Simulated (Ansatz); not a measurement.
# One shape, several levels: triplet C2H6Te

Wanted: a comparison of 6 runs (U-r2SCAN0/def2-SVP, U-revPBE/def2-SVP, UB2PLYP/def2-SVP, UCAM-B3LYP/def2-SVP, RPA@PBE0/def2-SVP, UBCCD(T)/def2-SVP) of triplet C2H6Te. 

The results are computed with Ansatz 0.2.0.

48 further runs of the same task are left out: 48 set aside as unsound or not needed.

### Step 1. The system as given

C2H6Te: 9 atoms, total charge 0, spin state triplet. As SMILES of the parent species, `C[Te]C`. The shape is that of a PBE0-D4/def2-TZVP optimisation. That shape belongs to the parent species and isn't relaxed for this state.

Bond lengths: C1–Te2 2.136 Å, Te2–C3 2.136 Å, C1–H4 1.088 Å, C1–H5 1.089 Å, C1–H6 1.088 Å, C3–H7 1.088 Å, C3–H8 1.089 Å, C3–H9 1.088 Å. Some angles: C1–Te2–C3 94.5°, Te2–C1–H4 109.8°, Te2–C1–H5 107.3°, Te2–C1–H6 109.8°, Te2–C3–H7 109.8°, Te2–C3–H8 107.3°, Te2–C3–H9 109.8°, H4–C1–H5 109.5°, H4–C1–H6 110.7°, H5–C1–H6 109.5°.

### Step 2. The energy at U-r2SCAN0/def2-SVP (core potential) (run 1)

Input file in.yaml:

```yaml
crystal:
  periodic: [false, false, false]
  atoms:
    - {symbol: C, position_ang: [-0.777200, 1.019100, -0.891200]}
    - {symbol: Te, position_ang: [1.243600, 0.371500, -0.646000]}
    - {symbol: C, position_ang: [0.782100, -1.033900, 0.895200]}
    - {symbol: H, position_ang: [-1.399600, 0.180000, -1.196200]}
    - {symbol: H, position_ang: [-0.781500, 1.778500, -1.672300]}
    - {symbol: H, position_ang: [-1.141900, 1.451600, 0.038500]}
    - {symbol: H, position_ang: [0.094100, -1.786500, 0.514800]}
    - {symbol: H, position_ang: [1.716500, -1.510400, 1.189400]}
    - {symbol: H, position_ang: [0.352600, -0.516200, 1.750700]}
basis:
  gaussian:
    orbitals: def2-SVP
total_charge: 0
magnetization:
  spin_polarized: true
  initial_magnetization: 2
hamiltonian:
  xc: {name: r2SCAN0}
accuracy: high
output: {orbitals: {seedname: orbitals}}
```

Started as:

```bash
ansatz run in.yaml --threads 1 --pin off --max-ram 3480MiB --events-out events.jsonl --progress --plain --runs-dir runs
```

Log:

```text
Warning: RAYON_NUM_THREADS=1 ignored (pool sized by the plan → 1); use --threads N
Functional definition: r2SCAN0
  name "r2SCAN0"
  parameter a = 0.25
  parameter k0 = 0.174
  parameter k1 = 0.065
  parameter a1 = 4.9479
  exchange = (1 - a)*r2scan_x(k0 = k0, k1 = k1, a1 = a1) + a*exact_x
  correlation = r2scan_c
2111 factors; integrals over basis functions are off by at most 3.3e-9 eV
mean field evaluation 1: about -9452.9449 eV, gradient 3.7e1 eV
mean field evaluation 2: about -9450.2924 eV, gradient 4.1e1 eV
mean field evaluation 4: about -9459.9780 eV, gradient 7.1e-1 eV
mean field evaluation 8: about -9460.1823 eV, gradient 5.8e-2 eV
mean field evaluation 16: about -9460.1823 eV, gradient 3.0e-4 eV
mean field evaluation 32: about -9460.1823 eV, gradient 1.2e-7 eV
mean field -9460.18232858 eV, -347.6552882334 hartree, gradient 3.4e-8 eV, S^2 2.007759; 2 other end points of the search recorded, 0 dependent functions left out
reference -9460.18233014 eV, -347.6552882907 hartree; 22, 20 occupied and 62, 64 virtual orbitals, 2111 factors
Total energy: -9460.18233014 eV, -347.6552882907 hartree
```

Wall time 34 s (1 thread of Arm Neoverse V2, shared host); peak memory 0.56 GiB.

### Step 3. A single-point energy at U-revPBE/def2-SVP (core potential) (run 2)

in.yaml: that of step 2 with these lines changed.

```diff
@@ -13,10 +13,5 @@
 basis:
-  gaussian:
-    orbitals: def2-SVP
-total_charge: 0
-magnetization:
-  spin_polarized: true
-  initial_magnetization: 2
-hamiltonian:
-  xc: {name: r2SCAN0}
+  gaussian: {orbitals: def2-SVP}
+magnetization: {spin_polarized: true, initial_magnetization: 2}
+hamiltonian: {xc: {name: revPBE}}
 accuracy: high
```

Started as:

```bash
ansatz run in.yaml --threads 1 --pin off --max-ram 3480MiB --events-out events.jsonl --progress --plain --runs-dir runs
```

Log:

```text
Warning: RAYON_NUM_THREADS=1 ignored (pool sized by the plan → 1); use --threads N
Functional definition: revPBE
  name "revPBE"
  parameter kappa = 1.245
  parameter beta = 0.06672455060314922
  exchange = pbe_x(kappa = kappa, mu = beta*pi^2/3)
  correlation = pbe_c(beta = beta)
2111 factors; integrals over basis functions are off by at most 3.3e-9 eV
mean field evaluation 1: about -9446.7486 eV, gradient 5.1e1 eV
mean field evaluation 2: about -9412.9337 eV, gradient 8.0e1 eV
mean field evaluation 4: about -9460.2197 eV, gradient 4.2e0 eV
mean field evaluation 8: about -9460.3379 eV, gradient 2.9e-1 eV
mean field evaluation 16: about -9460.3384 eV, gradient 5.7e-5 eV
mean field -9460.33841547 eV, -347.6610243207 hartree, gradient 4.4e-8 eV, S^2 2.001806; 1 other end points of the search recorded, 0 dependent functions left out
reference -9460.33841966 eV, -347.6610244749 hartree; 22, 20 occupied and 62, 64 virtual orbitals, 2111 factors
Total energy: -9460.33841966 eV, -347.6610244749 hartree
```

Wall time 9.9 s (1 thread of Arm Neoverse V2, shared host); peak memory 0.29 GiB.

### Step 4. The energy at UB2PLYP/def2-SVP (core potential) (run 3)

Input file molecule.yaml:

```yaml
crystal:
  periodic: [false, false, false]
  atoms:
    - {symbol: C, position_ang: [-0.777200, 1.019100, -0.891200]}
    - {symbol: Te, position_ang: [1.243600, 0.371500, -0.646000]}
    - {symbol: C, position_ang: [0.782100, -1.033900, 0.895200]}
    - {symbol: H, position_ang: [-1.399600, 0.180000, -1.196200]}
    - {symbol: H, position_ang: [-0.781500, 1.778500, -1.672300]}
    - {symbol: H, position_ang: [-1.141900, 1.451600, 0.038500]}
    - {symbol: H, position_ang: [0.094100, -1.786500, 0.514800]}
    - {symbol: H, position_ang: [1.716500, -1.510400, 1.189400]}
    - {symbol: H, position_ang: [0.352600, -0.516200, 1.750700]}
basis:
  gaussian:
    orbitals: def2-SVP
magnetization:
  spin_polarized: true
  initial_magnetization: 2
hamiltonian:
  xc: {name: B2PLYP}
correlation:
  frozen_orbitals: {C: 1, H: 0, Te: 4}
accuracy: high
output: {orbitals: {seedname: orbitals}}
```

Started as:

```bash
ansatz run molecule.yaml --threads 1 --pin off --max-ram 3480MiB --events-out events.jsonl --progress --plain --runs-dir runs
```

Log, shortened:

```text
Warning: RAYON_NUM_THREADS=1 ignored (pool sized by the plan → 1); use --threads N
Functional definition: B2PLYP
  name "B2PLYP"
[...]
2111 factors; integrals over basis functions are off by at most 3.3e-9 eV
[...]
mean field -9445.38813975 eV, -347.1116118216 hartree, gradient 2.1e-8 eV, S^2 2.008467; 2 other end points of the search recorded, 0 dependent functions left out
6 core orbitals not correlated: weight in the atoms' cores, before any rotation towards them, 1.000 or more for the frozen orbitals, at most 0.000 for the correlated occupied ones
reference -9445.38816506 eV, -347.1116127518 hartree; 16, 14 occupied and 62, 64 virtual orbitals, 2111 factors
second order -13.65177511 eV of doubles, -0.00000000 eV of singles
Total energy: -9449.07414434 eV, -347.2470699919 hartree
```

It took 15 s on 1 thread of Arm Neoverse V2, shared host; peak memory 0.42 GiB.

Runs 4 to 5 aren't shown in full; the table further down has their settings and results.

### Step 5. The energy at UBCCD(T)/def2-SVP (core potential) (run 6)

molecule.yaml: that of step 4 with these lines changed.

```diff
@@ -18,7 +18,7 @@
   initial_magnetization: 2
-hamiltonian:
-  xc: {name: B2PLYP}
 correlation:
+  method: bccd_t
   frozen_orbitals: {C: 1, H: 0, Te: 4}
 accuracy: high
-output: {orbitals: {seedname: orbitals}}
+scf:
+  omitted_lower_state_checks: [cluster_reference, increment]
```

Started as:

```bash
ansatz run molecule.yaml --threads 1 --pin off --max-ram 3480MiB --events-out events.jsonl --progress --plain --runs-dir runs
```

Log, shortened:

```text
Warning: RAYON_NUM_THREADS=1 ignored (pool sized by the plan → 1); use --threads N
Functional definition: HF
  name "HF"
[...]
2111 factors; integrals over basis functions are off by at most 3.3e-9 eV
[...]
mean field -9415.73400936 eV, -346.0218426301 hartree, gradient 2.2e-8 eV, S^2 2.023387; 3 other end points of the search recorded, 0 dependent functions left out
6 core orbitals not correlated: weight in the atoms' cores, before any rotation towards them, 1.000 or more for the frozen orbitals, at most 0.000 for the correlated occupied ones
reference -9415.73400936 eV, -346.0218426301 hartree; 16, 14 occupied and 62, 64 virtual orbitals, 2111 factors
second order -11.06871049 eV of doubles, -0.00000000 eV of singles
cycle   1  -11.86752996 eV  change   -8.0e-1 eV  update   8.1e-2
[...]
cycle  23  -12.25035141 eV  change   5.1e-10 eV  update   2.7e-9
perturbative correction -0.38862645 eV, -0.0142817586 hartree
Total energy: -9428.37298722 eV, -346.4863164996 hartree
Checks for a lower state left out: cluster_reference, increment
```

It took 1.9 min on 1 thread of Arm Neoverse V2, shared host; peak memory 1.4 GiB.

### Step 6. Overview of the runs

```
run                                 level  frozen core orbitals  energy (Eh)  HOMO energy (eV)   ⟨S²⟩  wall time
  1   U-r2SCAN0/def2-SVP (core potential)                     –  -347.655288             -2.43  2.008       34 s
  2    U-revPBE/def2-SVP (core potential)                     –  -347.661024             -1.39  2.002      9.9 s
  3     UB2PLYP/def2-SVP (core potential)                     6  -347.247070             -2.92  2.008       15 s
  4  UCAM-B3LYP/def2-SVP (core potential)                     –  -347.573272             -3.30  2.005       16 s
  5    RPA@PBE0/def2-SVP (core potential)                     6  -346.639277                 –  2.004       25 s
  6    UBCCD(T)/def2-SVP (core potential)                     6  -346.486316                 –  2.023    1.9 min
```

### Step 7. Outcome

```
                                          quantity          value
                               run 6: total energy  -346.48632 Eh
run 6: correlation energy (6 core orbitals frozen)     -464.5 mEh
                             run 6: (T) correction     -14.28 mEh
          run 6: ⟨S²⟩ of the reference determinant          2.023
```

Totals of different functionals can't be ranked against each other. All runs together took 3.5 min, the longest 1.9 min.
